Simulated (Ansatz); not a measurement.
# HfOs: how the settings move a single-point run

Question: which choices in the input matter for HfOs?

Method: reference: DFT, PBEsol, PAW with Ansatz's default frozen-core files, scalar-relativistic, in Ansatz 0.2.0.

1 further run of the same task is left out (it didn't finish). Runs told in other sessions of the task aren't counted.

## Step 1: The system as given

It takes space group R3m (No. 160, trigonal). The conventional cell has a = 4.581 Å, b = 4.581 Å, c = 5.610 Å, α = 90.00°, β = 90.00°, γ = 120.00°. Hf (site symmetry 3m) has 1 Os at 1.63 Å in its first shell of neighbours. Os (site symmetry 3m) has 1 Hf at 1.63 Å in its first shell of neighbours.

As a file:

```cif
data_structure
_symmetry_space_group_name_H-M 'R3m:H'
_symmetry_Int_Tables_number 160
_cell_length_a 4.5806
_cell_length_b 4.5806
_cell_length_c 5.6101
_cell_angle_alpha 90.000
_cell_angle_beta 90.000
_cell_angle_gamma 120.000
_cell_volume 101.94
loop_
_atom_site_label
_atom_site_type_symbol
_atom_site_symmetry_multiplicity
_atom_site_Wyckoff_symbol
_atom_site_fract_x
_atom_site_fract_y
_atom_site_fract_z
_atom_site_occupancy
Hf1 Hf 3 a 0.00000 0.00000 0.89500 1
Os1 Os 3 a 0.00000 0.00000 0.60500 1
```

## Step 2: Reference

input.yaml

```yaml
crystal:
  lattice:
    - [3.239, 0.0, 0.0]
    - [0.0, 3.239, 0.0]
    - [0.0, 0.0, 3.239]
  atoms:
    - { symbol: Hf, position: [-0.105, -0.105, -0.105] }
    - { symbol: Os, position: [0.605, 0.605, 0.605] }
kpoints:
  mp_grid: { grid: [9, 9, 9] }
scf:
  occupations: { method: fermi_dirac, width: 0.05 }
hamiltonian:
  xc: pbesol
  pseudopotentials: { kind: paw }
output:
  forces: true
  stress: true
  eigenvalues: true
  populations: true
  write_density: true
  write_potential: true
  elf: true
  volumetric_format: npy
```

On the command line:

```console
$ ansatz run input.yaml --threads 1 --pin off --max-ram 2048MiB --backend cpu --events-out ev --progress --plain --runs-dir out
```

## Step 3: Variant: xc_grid 3

Edit input.yaml of step 2 so:

```diff
@@ -20,5 +20,3 @@
   populations: true
-  write_density: true
-  write_potential: true
-  elf: true
-  volumetric_format: npy
+basis:
+  xc_grid: 3
```

What does the calculation give? Wanted: for each run, ending; energy change; pressure; gap; force.

The runs gave:

```
         run     ending  energy change  pressure (GPa)  gap (eV)  force (eV/Å)  cycles  time
   reference  converged              0           207.4      0.00         71.45       9  14 s
1: xc_grid 3  converged   0.0 meV/atom           207.4      0.00         71.45       9  12 s
```

Times don't compare one to one where runs were asked for different outputs or read a saved state (see the inputs); cycles may leave out searches for a lower state.

Residual by cycle in the longest SCF loop of each run; runs are numbered as in the table. The quantity is the density residual dr2, in eV.

```
cycle  reference    run 1
    1      0.812    0.812
    2      0.525    0.525
    3     0.0182   0.0182
    4    0.00463  0.00463
    5    0.00123  0.00123
    6     7.3e-5   7.3e-5
    7     3.8e-6   3.8e-6
    8     1.4e-7   1.4e-7
    9     5.1e-9   5.2e-9
```

What this shows: Changing the numerical grids leaves the energy as it was (0.0 meV/atom). The structure is not at rest: the sound run finds 207 GPa, so these are no properties of the relaxed crystal. 
